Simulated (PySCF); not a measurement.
# C6H3Al (SMILES C#[C][Al]([C]#C)[C]#C): levels of theory compared

Wanted: a comparison of 6 runs (HF/STO-3G, HF/3-21G, B3LYP/cc-pVDZ, PBE/def2-SVP, M06-2X/aug-cc-pVDZ, MP2/6-311G**) of C6H3Al. The job is set up through a Python script.

Program for the calculation: PySCF 2.14.0.

### Step 1. Starting point

The species is C6H3Al (10 atoms), meant as a singlet with charge 0. As SMILES, `C#[C][Al]([C]#C)[C]#C`. The coordinates come from a PBE0-D4/def2-TZVP relaxation.

Bond lengths: C1–C2 1.210 Å, C2–Al3 1.893 Å, Al3–C4 1.893 Å, C4–C5 1.210 Å, Al3–C6 1.893 Å, C6–C7 1.210 Å, C1–H8 1.067 Å, C5–H9 1.067 Å, C7–H10 1.067 Å. Angles: C1–C2–Al3 179.8°, C2–Al3–C4 120.0°, C2–Al3–C6 119.9°, C4–Al3–C6 120.1°, Al3–C4–C5 179.5°, Al3–C6–C7 179.8°, C2–C1–H8 180.0°, C4–C5–H9 179.9°, C6–C7–H10 180.0°.

### Step 2. Energy and gradient at HF/STO-3G (run 1)

File input.xyz:

```xyz
10
C6H3Al
C      0.324800    -2.984300     0.798700
C      0.199100    -1.821500     0.489000
Al     0.008000    -0.001800     0.002800
C     -1.571500     0.938300     0.456200
C     -2.586000     1.533400     0.740000
C      1.396900     0.876100    -0.937700
C      2.286300     1.434000    -1.538900
H      0.435300    -4.009400     1.072100
H     -3.480500     2.058400     0.989200
H      3.070700     1.925700    -2.068700
```

File calc.py:

```python
# C#[C][Al]([C]#C)[C]#C
import pyscf.grad
from pyscf import gto

mol = gto.M(
    atom='input.xyz',
    max_memory=1860,
    verbose=3,
    basis='sto-3g',
)

mf = mol.RHF()
mf.conv_tol = 1e-10
mf.kernel()
if not mf.converged:
    mf = mf.newton().run(mf.mo_coeff, mf.mo_occ)

energy = mf.e_tot
print(f'total energy: {energy:.8f} hartree')
grad = mf.Gradients().kernel()
dip = mf.dip_moment()
pop, q = mf.mulliken_pop()
```

Command:

```bash
$ OMP_NUM_THREADS=1 python calc.py
```

Log:

```text
converged SCF energy = -465.010323024694
total energy: -465.01032302 hartree
--------------- RHF gradients ---------------
         x                y                z
0 C     0.0094653942    -0.0870366810     0.0231416446
1 C    -0.0073301631     0.0661757850    -0.0175638117
2 Al    -0.0000188323    -0.0000993663    -0.0000955622
3 C     0.0580346128    -0.0336212479    -0.0159141889
4 C    -0.0760068287     0.0444885281     0.0212862989
5 C    -0.0506158768    -0.0315676752     0.0341849780
6 C     0.0665135327     0.0417109243    -0.0449861505
7 H     0.0000083603     0.0000427039    -0.0000020161
8 H    -0.0000315086    -0.0000331499    -0.0000919816
9 H    -0.0000186907    -0.0000598208     0.0000407894
----------------------------------------------
Dipole moment(X, Y, Z, Debye): -0.00104, -0.00246, -0.00334
 ** Mulliken pop  **
pop of  0 C 1s            1.99440
pop of  0 C 2s            1.13332
pop of  0 C 2px           1.01914
pop of  0 C 2py           1.01066
pop of  0 C 2pz           0.98821
pop of  1 C 1s            1.99474
pop of  1 C 2s            1.29885
pop of  1 C 2px           0.96794
pop of  1 C 2py           1.07176
pop of  1 C 2pz           0.99368
pop of  2 Al 1s           1.99940
pop of  2 Al 2s           1.98077
pop of  2 Al 3s           0.85700
pop of  2 Al 2px          1.93837
pop of  2 Al 2py          1.93955
pop of  2 Al 2pz          1.93123
pop of  2 Al 3px          0.46092
pop of  2 Al 3py          0.49563
pop of  2 Al 3pz          0.24996
pop of  3 C 1s            1.99474
pop of  3 C 2s            1.29887
pop of  3 C 2px           1.04874
pop of  3 C 2py           0.99214
pop of  3 C 2pz           0.99252
pop of  4 C 1s            1.99440
pop of  4 C 2s            1.13335
pop of  4 C 2px           1.00898
pop of  4 C 2py           1.02078
pop of  4 C 2pz           0.98820
pop of  5 C 1s            1.99474
pop of  5 C 2s            1.29884
pop of  5 C 2px           1.03001
pop of  5 C 2py           0.98852
pop of  5 C 2pz           1.01487
pop of  6 C 1s            1.99440
pop of  6 C 2s            1.13330
pop of  6 C 2px           1.01128
pop of  6 C 2py           1.02126
pop of  6 C 2pz           0.98550
pop of  7 H 1s            0.90967
pop of  8 H 1s            0.90966
pop of  9 H 1s            0.90966
 ** Mulliken atomic charges  **
charge of    0C =     -0.14574
charge of    1C =     -0.32698
charge of    2Al =      1.14717
charge of    3C =     -0.32701
charge of    4C =     -0.14572
charge of    5C =     -0.32699
charge of    6C =     -0.14574
charge of    7H =      0.09033
charge of    8H =      0.09034
charge of    9H =      0.09034
```

Run time: 3.3 s. Hardware: 1 thread of Intel Xeon at 2.70GHz, shared host; peak memory 0.12 GiB.

### Step 3. Energy and gradient at HF/3-21G (run 2)

File calc.py:

```python
from pyscf import gto

mol = gto.Mole()
mol.atom = '''
C      0.324800    -2.984300     0.798700
C      0.199100    -1.821500     0.489000
Al     0.008000    -0.001800     0.002800
C     -1.571500     0.938300     0.456200
C     -2.586000     1.533400     0.740000
C      1.396900     0.876100    -0.937700
C      2.286300     1.434000    -1.538900
H      0.435300    -4.009400     1.072100
H     -3.480500     2.058400     0.989200
H      3.070700     1.925700    -2.068700
'''
mol.verbose = 4
mol.charge = 0
mol.max_memory = 1860
mol.basis = '3-21g'
mol.build()

hf = mol.RHF()
hf.conv_tol = 1e-10
hf.kernel()
if not hf.converged:
    hf = hf.newton().run(hf.mo_coeff, hf.mo_occ)

e_final = hf.e_tot
print('E = %.10f Eh' % e_final)
grad = hf.nuc_grad_method().kernel()
dip = hf.dip_moment()
pop, q = hf.mulliken_pop()
```

Command:

```bash
$ OMP_NUM_THREADS=1 python calc.py
```

Log:

```text
PySCF version 2.14.0

[... 66 lines left out ...]
converged SCF energy = -468.158840580317
[... 12 lines left out ...]
Dipole moment(X, Y, Z, Debye): -0.00040, -0.01204, -0.01118
[... 84 lines left out ...]
charge of    9H =      0.33502
```

Wall time 5.4 s (1 thread of Intel Xeon at 2.70GHz, shared host); peak memory 0.14 GiB.

Run 3 isn't shown in full; the table further down has it.

### Step 4. Energy and forces at PBE/def2-SVP (run 4)

File calc.py:

```python
from pyscf import gto, dft

mol = gto.M(
    atom='''
C        0.324800      -2.984300       0.798700
C        0.199100      -1.821500       0.489000
Al       0.008000      -0.001800       0.002800
C       -1.571500       0.938300       0.456200
C       -2.586000       1.533400       0.740000
C        1.396900       0.876100      -0.937700
C        2.286300       1.434000      -1.538900
H        0.435300      -4.009400       1.072100
H       -3.480500       2.058400       0.989200
H        3.070700       1.925700      -2.068700
''',
    spin=0,
    max_memory=1860,
    verbose=4,
    charge=0,
    basis='def2-svp',
)

mf = dft.RKS(mol)
mf.xc = 'pbe'
mf.conv_tol = 1e-10
mf.grids.level = 5
mf.kernel()
if not mf.converged:
    mf = mf.newton().run(mf.mo_coeff, mf.mo_occ)

e_tot = mf.e_tot
print('E = %.10f Eh' % e_tot)
grad = mf.nuc_grad_method().kernel()
mf.analyze()
```

Command:

```bash
$ OMP_NUM_THREADS=1 python calc.py
```

Log:

```text
PySCF version 2.14.0

[... 98 lines left out ...]
One-electron Energy =                -1105.410018386326783
[... 16 lines left out ...]
MO #12  energy= -0.665068995744672 occ= 2
[... 14 lines left out ...]
MO #27  energy= -0.0991509910117188 occ= 0
[... 14 lines left out ...]
MO #42  energy= 0.254574350094355  occ= 0
[... 14 lines left out ...]
MO #57  energy= 0.542968580561027  occ= 0
[... 14 lines left out ...]
MO #72  energy= 0.910787435798321  occ= 0
[... 14 lines left out ...]
MO #87  energy= 1.47425138707767   occ= 0
[... 14 lines left out ...]
MO #102 energy= 1.86406963235923   occ= 0
[... 14 lines left out ...]
MO #117 energy= 3.56722398337855   occ= 0
[... 130 lines left out ...]
Dipole moment(X, Y, Z, Debye): -0.00033, -0.00862, -0.00796
```

It took 62 s on 1 thread of Intel Xeon at 2.70GHz, shared host; peak memory 1.2 GiB.

Run 5 isn't shown in full; the table further down has it.

### Step 5. Energy and forces at MP2/6-311G(d,p) (run 6)

File job.py:

```python
# C#[C][Al]([C]#C)[C]#C
from pyscf import gto, mp

mol = gto.M(
    atom='''
C      0.324800    -2.984300     0.798700
C      0.199100    -1.821500     0.489000
Al     0.008000    -0.001800     0.002800
C     -1.571500     0.938300     0.456200
C     -2.586000     1.533400     0.740000
C      1.396900     0.876100    -0.937700
C      2.286300     1.434000    -1.538900
H      0.435300    -4.009400     1.072100
H     -3.480500     2.058400     0.989200
H      3.070700     1.925700    -2.068700
''',
    basis='6-311g**',
    max_memory=1860,
    verbose=3,
)

mf = mol.RHF()
mf.conv_tol = 1e-10
mf.kernel()
if not mf.converged:
    mf = mf.newton().run(mf.mo_coeff, mf.mo_occ)

pt = mp.MP2(mf, frozen=11).run()
e_final = pt.e_tot
print('E(%s) = %.9f' % ('MP2', e_final))
grad = pt.nuc_grad_method().kernel()
mf.analyze()
```

Command:

```bash
$ OMP_NUM_THREADS=1 python job.py
```

Log:

```text
converged SCF energy = -470.795529863325
[... 19 lines left out ...]
MO #8   energy= -4.91298606607386  occ= 2
[... 17 lines left out ...]
MO #26  energy= -0.390720362698684 occ= 2
[... 17 lines left out ...]
MO #44  energy= 0.435037130419826  occ= 0
[... 17 lines left out ...]
MO #62  energy= 0.80141198601469   occ= 0
[... 17 lines left out ...]
MO #80  energy= 1.38522291441227   occ= 0
[... 17 lines left out ...]
MO #98  energy= 1.8555655222744    occ= 0
[... 17 lines left out ...]
MO #116 energy= 2.79267660909824   occ= 0
[... 17 lines left out ...]
MO #134 energy= 3.50118872444648   occ= 0
[... 17 lines left out ...]
MO #152 energy= 123.410129424275   occ= 0
[... 11 lines left out ...]
Dipole moment(X, Y, Z, Debye): -0.00054, -0.00990, -0.00947
```

It took 1.8 min on 1 thread of Intel Xeon at 2.70GHz, shared host; peak memory 2 GiB.

### Step 6. All runs side by side

| run | level | integration grid | frozen core orbitals | energy (Eh) | dipole moment (D) of the reference | HOMO energy (eV) | LUMO energy (eV) | wall time |
| --- | --- | --- | --- | --- | --- | --- | --- | --- |
| 1 | HF/STO-3G | – | – | -465.010323 | 0.00 | -8.53 | 6.19 | 3.3 s |
| 2 | HF/3-21G | – | – | -468.158841 | 0.02 | -10.62 | 1.19 | 5.4 s |
| 3 | B3LYP/cc-pVDZ | 5 | – | -472.734951 | 0.01 | -7.66 | -2.10 | 78 s |
| 4 | PBE/def2-SVP | 5 | – | -472.011108 | 0.01 | -6.78 | -2.70 | 62 s |
| 5 | M06-2X/aug-cc-pVDZ | 5 | – | -472.627339 | 0.01 | -9.34 | -1.48 | 4.9 min |
| 6 | MP2/6-311G** | – | 11 | -471.625629 | 0.01 | -10.63 | 1.05 | 1.8 min |

### Step 7. Summary of results

```
                                           quantity          value
                                run 6: total energy  -471.62563 Eh
        run 6: dipole moment (Hartree–Fock density)         0.01 D
         run 6: HOMO energy (Hartree–Fock orbitals)      -10.63 eV
         run 6: LUMO energy (Hartree–Fock orbitals)        1.05 eV
       run 6: HOMO–LUMO gap (Hartree–Fock orbitals)       11.68 eV
run 6: correlation energy (11 core orbitals frozen)     -830.1 mEh
                    run 6: largest force on an atom     2.058 eV/Å
```

Over runs 1, 2, 3, 4, 5 the HOMO–LUMO gap runs from 4.09 eV (PBE/def2-SVP) to 14.71 eV (HF/STO-3G). The two ends differ in method and basis. Totals of different functionals can't be ranked against each other. In run 1 the basis is minimal, so the values are rough. All runs together took 9.2 min, the longest 4.9 min.
